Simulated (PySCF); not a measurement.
**A diatomic session: SiHg+**

What are the lowest state that PBE0 finds, the bond length, vibrational wavenumber and bond energy of SiHg+, and how much do these hang on the method?

Computed with PySCF 2.14.0. Level: Si def2-SVPD, Hg def2-SVPD with ECP60, scalar-relativistic core potentials.

## 1. The job

A driver script around PySCF takes these settings:

```
atoms                         : Si, Hg
charge                        : 1
basis                         : Si def2-SVPD, Hg def2-SVPD with ECP60
Hamiltonian                   : scalar-relativistic core potentials
basis functions               : 59
electrons treated             : 33
masses in u                   : 27.9769, 201.9706
levels                        : PBE0, PBE, r²SCAN, B2PLYP, MN15, M06-L, HF, MP2, SCS-MP2, CCSD, CCSD(T)
grid                          : 80 radial by 434 angular points
occupations                   : held fixed by the projection of orbital angular momentum
dissociation limit            : Si+ + Hg, each in its ground configuration
starting distance in angstrom : 2.590
values of 2S to try           : 1, 3
```

Run with:

```sh
> OMP_NUM_THREADS=1 python dia.py task.json out
```

After this run come: PBE0 along the bond; Higher solutions at PBE0; PBE (GGA); r²SCAN (meta-GGA); B2PLYP (double hybrid); MN15 (hybrid meta-GGA); M06-L; UHF (mean field); MP2 and coupled cluster.

Q: Predict the outcome of this session. Wanted: for each run, Re; ωe; De; μ.

**Answer**, as computed:

Lowest PBE0 solution found, without spin–orbit coupling: ²Π (doublet), unpaired electrons π ↑. State 2 has its PBE0 minimum 1.07 eV higher. State 3 has its PBE0 minimum 2.42 eV higher. The other levels ran on the lowest alone.

| level | Re (Å) | ωe (cm⁻¹) | De (eV) | μ (D) |
| --- | --- | --- | --- | --- |
| UHF | 2.781 | 175.6 | 0.98 | -4.54 |
| UHF-MP2 | 2.606 | 231.2 | 1.11 | n/a |
| UHF-SCS-MP2 | 2.628 | 227.7 | 1.02 | n/a |
| UHF-CCSD | 2.668 | 200.3 | 1.09 | n/a |
| UHF-CCSD(T) | 2.652 | 205.0 | 1.16 | n/a |
| PBE | 2.618 | 210.0 | 1.52 | -4.75 |
| r²SCAN | 2.590 | 219.9 | 1.58 | -4.42 |
| M06-L | 2.632 | 209.8 | 1.53 | -4.44 |
| PBE0 | 2.621 | 213.2 | 1.47 | -4.49 |
| MN15 | 2.608 | 200.3 | 1.30 | -5.02 |
| B2PLYP | 2.655 | 198.2 | 1.21 | -4.56 |

De is counted to Si+ + Hg in their ground configurations. A positive dipole points from Si to Hg; in an ion it is taken about the centre of mass and does not tell which atom is negative.

Differences from CCSD(T) in the same basis:

| level | Re (mÅ) | ωe (%) |
| --- | --- | --- |
| UHF | +128 | -14.4 |
| UHF-MP2 | -46 | +12.8 |
| UHF-SCS-MP2 | -24 | +11.1 |
| UHF-CCSD | +15 | -2.3 |
| PBE | -35 | +2.4 |
| r²SCAN | -62 | +7.2 |
| M06-L | -21 | +2.3 |
| PBE0 | -32 | +4.0 |
| MN15 | -44 | -2.3 |
| B2PLYP | +3 | -3.3 |

In words: Judged by CCSD(T) in the same basis: best bond length B2PLYP (+3 mÅ), worst UHF (+128 mÅ); best wavenumber UHF-CCSD and M06-L and MN15 (2.3 % off), worst UHF (-14.4 %). CCSD(T) in a basis this small is itself some way from its limit, more so than the functionals. Among the levels with a De in the table, it runs from 0.98 eV (UHF) to 1.58 eV (r²SCAN).

Correlated steps freeze 5 core orbitals. These are scalar-relativistic numbers at best; spin–orbit coupling would shift them, the dissociation energy most. B2PLYP dipoles, levels and charges come from its SCF part alone. With spin–orbit coupling the term label itself may not hold.
